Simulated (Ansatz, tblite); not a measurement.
**Trans-OsCl2(PF3)4 (Cl₂F₁₂OsP₄): rung by rung**

The task here is to estimate one member of a computed series from the others.

Computed with Ansatz 0.2.0, Gaussian basis. Level: as each input shows.

Plan: GFN1-xTB, GFN2-xTB, PBE-D4/def2-TZVP, r2SCAN-D4/def2-TZVP, CAM-B3LYP-D4/def2-TZVP, PBE-D4/def2-SVP, PBE0-D4/def2-SVP, MP2/def2-SVP, RPA/def2-SVP.

2 further runs of the same task are left out: 2 set aside as unsound or not needed.

### The relaxed structure

The geometry is that of the singlet, from an earlier relaxation (PBE-D4/def2-SVP).

19 atoms, charge 0, spin multiplicity 1.

Bond lengths: Cl1–Os15 2.456 Å, Cl2–Os15 2.456 Å, F3–P16 1.592 Å, F4–P16 1.594 Å, F5–P16 1.594 Å, F6–P17 1.594 Å, F7–P17 1.594 Å, F8–P17 1.592 Å, F9–P18 1.594 Å, F10–P18 1.594 Å, F11–P18 1.592 Å, F12–P19 1.594 Å, F13–P19 1.594 Å, F14–P19 1.592 Å, Os15–P16 2.287 Å, Os15–P17 2.287 Å, Os15–P18 2.287 Å, Os15–P19 2.287 Å. Angles: Cl1–Os15–Cl2 180.0°, Cl1–Os15–P16 84.8°, Cl1–Os15–P17 84.8°, Cl1–Os15–P18 95.2°, Cl1–Os15–P19 95.2°, Cl2–Os15–P16 95.2°, Cl2–Os15–P17 95.2°, Cl2–Os15–P18 84.8°, Cl2–Os15–P19 84.8°, P16–Os15–P17 169.6°, P16–Os15–P18 90.5°, P16–Os15–P19 90.5°, P17–Os15–P18 90.5°, P17–Os15–P19 90.5°, P18–Os15–P19 169.6°, F3–P16–F4 99.2°, F3–P16–F5 99.2°, F3–P16–Os15 121.9° and more.

Coordinates:

```mol
Cl2F12OsP4
  3D, bonds by distance, orders not assigned

 19 18  0  0  0  0  0  0  0  0999 V2000
    0.0085    0.0083    2.4556 Cl  0  0
   -0.0076   -0.0083   -2.4556 Cl  0  0
    3.2348    0.0127   -1.0733 F   0  0
    2.9239   -1.2146    0.9954 F   0  0
    2.9164    1.2257    1.0024 F   0  0
   -2.9167    1.2211    1.0065 F   0  0
   -2.9101   -1.2190    1.0290 F   0  0
   -3.2414   -0.0192   -1.0525 F   0  0
   -1.2257    2.9098   -1.0220 F   0  0
    1.2145    2.9172   -1.0143 F   0  0
   -0.0134    3.2415    1.0520 F   0  0
    1.2189   -2.9170   -1.0097 F   0  0
   -1.2212   -2.9237   -0.9872 F   0  0
    0.0190   -3.2344    1.0739 F   0  0
    0.0000   -0.0000   -0.0001 Os  0  0
    2.2782    0.0061    0.1991 P   0  0
   -2.2766   -0.0049    0.2138 P   0  0
   -0.0064    2.2767   -0.2142 P   0  0
    0.0047   -2.2781   -0.1988 P   0  0
  1 15  8  0
  2 15  8  0
  3 16  8  0
  4 16  8  0
  5 16  8  0
  6 17  8  0
  7 17  8  0
  8 17  8  0
  9 18  8  0
 10 18  8  0
 11 18  8  0
 12 19  8  0
 13 19  8  0
 14 19  8  0
 15 16  8  0
 15 17  8  0
 15 18  8  0
 15 19  8  0
M  END
```

Os takes a core potential in the def2 sets. No spin-orbit coupling is included.

PBE0-D4/def2-TZVP was run before; its log isn't repeated, and its numbers join the tables.

The first run:

Tight binding, by tblite at 300 K electronic temperature and without a spin-polarisation term:

```python
tblite.interface.Calculator('GFN1-xTB', numbers, positions, charge=0, uhf=0).singlepoint()
```

Tight binding, by tblite at 300 K electronic temperature and without a spin-polarisation term:

```python
tblite.interface.Calculator('GFN2-xTB', numbers, positions, charge=0, uhf=0).singlepoint()
```

start.molden holds the orbitals of an earlier run on this state, given as this run's starting guess.

Contents of in.yaml:

```yaml
crystal:
  periodic: [false, false, false]
  atoms:
    - {symbol: Cl, position_ang: [0.008507, 0.008259, 2.455624]}
    - {symbol: Cl, position_ang: [-0.007594, -0.008306, -2.455649]}
    - {symbol: F, position_ang: [3.234751, 0.012734, -1.073328]}
    - {symbol: F, position_ang: [2.923943, -1.214564, 0.995424]}
    - {symbol: F, position_ang: [2.916422, 1.225673, 1.002412]}
    - {symbol: F, position_ang: [-2.916695, 1.221121, 1.006453]}
    - {symbol: F, position_ang: [-2.910141, -1.218970, 1.029023]}
    - {symbol: F, position_ang: [-3.241352, -0.019157, -1.052470]}
    - {symbol: F, position_ang: [-1.225678, 2.909807, -1.022014]}
    - {symbol: F, position_ang: [1.214520, 2.917195, -1.014315]}
    - {symbol: F, position_ang: [-0.013362, 3.241491, 1.052037]}
    - {symbol: F, position_ang: [1.218887, -2.916961, -1.009720]}
    - {symbol: F, position_ang: [-1.221169, -2.923699, -0.987224]}
    - {symbol: F, position_ang: [0.019032, -3.234394, 1.073852]}
    - {symbol: Os, position_ang: [0.000025, -0.000012, -0.000051]}
    - {symbol: P, position_ang: [2.278169, 0.006095, 0.199133]}
    - {symbol: P, position_ang: [-2.276564, -0.004867, 0.213751]}
    - {symbol: P, position_ang: [-0.006405, 2.276661, -0.214185]}
    - {symbol: P, position_ang: [0.004693, -2.278095, -0.198764]}
basis:
  gaussian: {orbitals: def2-TZVP, fitting: {mean_field: def2-universal-jkfit}, initial_orbitals: start.molden}
hamiltonian: {xc: pbe, dispersion: d4}
scf: {omitted_lower_state_checks: [starts]}
output: {forces: true, orbitals: {seedname: orbitals}}
```

Launch:

```sh
$ ansatz run in.yaml --threads 2 --pin off --events-out ev --progress --plain --max-ram 22528MiB --backend cuda --devices 0, --max-vram 18GiB
```

Steps of the session up to this table: PBE-D4/def2-TZVP; r2SCAN-D4/def2-TZVP; CAM-B3LYP-D4/def2-TZVP; PBE-D4/def2-SVP; PBE0-D4/def2-SVP; MP2/def2-SVP; RPA/def2-SVP.

One of the session's tables, all rows but one given; the rest of the session is left out.

It belongs to the step «Binding energy». 

| level | binding an atom (eV) |
| --- | --- |
| HF/def2-SVP | 2.234 |
| PBE-D4/def2-SVP | 4.158 |
| PBE-D4/def2-TZVP | 4.250 |
| r2SCAN-D4/def2-TZVP | ? |
| PBE0-D4/def2-SVP | 3.875 |
| PBE0-D4/def2-TZVP | 4.017 |
| CAM-B3LYP-D4/def2-TZVP | 4.043 |
| RPA/def2-SVP | 3.160 |
| MP2/def2-SVP | 3.740 |

Estimate the missing values for r2SCAN-D4/def2-TZVP.

The run gave: binding an atom (eV): 4.090. In the column «binding an atom (eV)» it lies between CAM-B3LYP-D4/def2-TZVP (4.043) and PBE-D4/def2-SVP (4.158).

Caveats from the session: Free atoms were run apart at each level; binding is atoms less cluster, divided by the number of atoms, without zero-point or spin-orbit terms.
